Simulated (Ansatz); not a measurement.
# Sr4NbO: the cost of one run

Computed with Ansatz 0.2.0 (DFT PBE, scalar-relativistic, plane waves, PAW, unless a step's input says otherwise).

1 further run of the same task is left out (set aside as unsound or not needed).

### 1 The system as given

The structure is cubic, space group F-43m (No. 216). Conventional cell: a = 8.200 Å, b = 8.200 Å, c = 8.200 Å, α = 90.00°, β = 90.00°, γ = 90.00°. Sr (site symmetry 3m) is surrounded by 6 Sr at 2.90 Å and 3 Nb at 3.40 Å and 3 O at 3.40 Å. Around Nb (site symmetry -43m) lie 12 Sr at 3.40 Å and 4 O at 3.55 Å. Around O (site symmetry -43m) lie 12 Sr at 3.40 Å and 4 Nb at 3.55 Å.

As a file:

```cif
data_structure
_symmetry_space_group_name_H-M 'P 1'
_symmetry_Int_Tables_number 1
_cell_length_a 5.7982
_cell_length_b 5.7982
_cell_length_c 5.7982
_cell_angle_alpha 60.000
_cell_angle_beta 60.000
_cell_angle_gamma 60.000
_cell_volume 137.84
loop_
_atom_site_label
_atom_site_type_symbol
_atom_site_fract_x
_atom_site_fract_y
_atom_site_fract_z
_atom_site_occupancy
Sr1 Sr 0.37500 0.37500 0.87500 1
Sr2 Sr 0.37500 0.87500 0.37500 1
Sr3 Sr 0.87500 0.37500 0.37500 1
Sr4 Sr 0.37500 0.37500 0.37500 1
Nb1 Nb 0.75000 0.75000 0.75000 1
O1 O 0.00000 0.00000 0.00000 1
```

The cell is invented: species swapped into a database cell of MgInCu4 (F-43m, No. 216), with O on the Mg sites, Nb on the In sites and Sr on the Cu sites. The dimensions are guesses.

### 2 A first look at the guess

Input file input.yaml:

```yaml
crystal:
  lattice:
    - [0.0, 4.09994321, 4.09994321]
    - [4.09994321, 0.0, 4.09994321]
    - [4.09994321, 4.09994321, 0.0]
  atoms:
    - { symbol: Sr, position: [0.375, 0.375, 0.875] }
    - { symbol: Sr, position: [0.375, 0.875, 0.375] }
    - { symbol: Sr, position: [0.875, 0.375, 0.375] }
    - { symbol: Sr, position: [0.375, 0.375, 0.375] }
    - { symbol: Nb, position: [0.75, 0.75, 0.75] }
    - { symbol: O, position: [0.0, 0.0, 0.0] }
basis:
  ecutwfc: 420
kpoints:
  mp_grid: { grid: [4, 4, 4] }
hamiltonian:
  xc: pbe
scf:
  occupations: { method: gaussian, width: 0.1 }
  lower_state_search: "off"
output:
  forces: true
  stress: true
  eigenvalues: true
```

Command:

```console
ansatz run input.yaml --threads 1 --pin off --max-ram 2560MiB --backend cpu --events-out ev --progress --plain --runs-dir out
```

What time and memory should one allow on 1 thread of AMD EPYC 9R45 (Zen 5), shared host?

About 1.8 s, with a peak of 0.4 GiB.
